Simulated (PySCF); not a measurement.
# HfF: bond curves at several levels of theory

One table from this session's results is given with a row withheld; the runs are named, their logs left out.

Program: PySCF 2.14.0. Level of theory: Hf x2c-TZVPPall, F x2c-TZVPPall, spin-free X2C with a Gaussian nucleus. These are calculated values, not measurements.

Set-up of the first run:

A driver script around PySCF takes these settings:

```yaml
atoms: Hf, F
charge: 0
basis: Hf x2c-TZVPPall, F x2c-TZVPPall
Hamiltonian: spin-free X2C with a Gaussian nucleus
basis_functions: 128
electrons_treated: 81
masses_in_u: 179.9465, 18.9984
levels: PBE0, PBE, r²SCAN, revPBE, BLYP, B2PLYP, MN15, ωB97X, HF, MP2, SCS-MP2
grid: 80 radial by 434 angular points
occupations: held fixed by the projection of orbital angular momentum
dissociation_limit: Hf + F, each in its ground configuration
starting_distance_in_angstrom: 2.015
values_of_2S_to_try: 1, 3, 5
```

Steps of the session up to this table: The job; PBE0 along the bond; Excited determinants; PBE; r²SCAN (meta-GGA); revPBE (GGA); BLYP (GGA); B2PLYP; MN15; ωB97X (range-separated hybrid); ROHF (mean field).

One table of the session follows, with a row left open; its other results are not shown here.

It belongs to the step «The curves together». Energy (eV) from each level's lowest point:

| R (Å) | ROHF | ROHF-MP2 | ROHF-SCS-MP2 | PBE | revPBE |
| --- | --- | --- | --- | --- | --- |
| 1.567 | 2.379 | 2.048 | 2.167 | 1.586 | 1.665 |
| 1.640 | 1.203 | 0.969 | 1.053 | 0.678 | 0.733 |
| 1.713 | 0.498 | 0.349 | 0.402 | 0.196 | 0.227 |
| 1.767 | 0.197 | 0.104 | 0.137 | 0.035 | 0.050 |
| 1.822 | 0.042 | 0.000 | 0.014 | 0.000 | 0.000 |
| 1.877 | 0.000 | 0.003 | 0.000 | 0.058 | 0.044 |
| 1.950 | ? | ? | ? | ? | ? |
| 2.041 | 0.300 | 0.407 | 0.364 | 0.564 | 0.512 |
| 2.150 | 0.694 | 0.848 | 0.786 | 1.032 | 0.958 |
| 2.296 | 1.305 | 1.500 | 1.419 | 1.687 | 1.587 |

Estimate the missing values for R (Å) = 1.950.

Worked estimate for «ROHF». A straight line through the neighbours (1.877, 0.000) and (2.041, 0.300) gives 0.000 + (0.300 − 0.000) × (1.950 − 1.877) / (2.041 − 1.877) = 0.134; a parabola fitted to 4 rows on both sides gives 0.087.

**Answer.** ROHF: 0.072; ROHF-MP2: 0.126; ROHF-SCS-MP2: 0.104; PBE: 0.237; revPBE: 0.206. In «ROHF» the line misses by +0.062 and the parabola by +0.015.

State 2 has its PBE0 minimum 0.82 eV higher. State 4 has its PBE0 minimum 3.20 eV higher. The other levels ran on the lowest alone.

Caveats from the session: The state is the lowest single determinant that the PBE0 search found; with open d or f shells the true ground state can be another one.
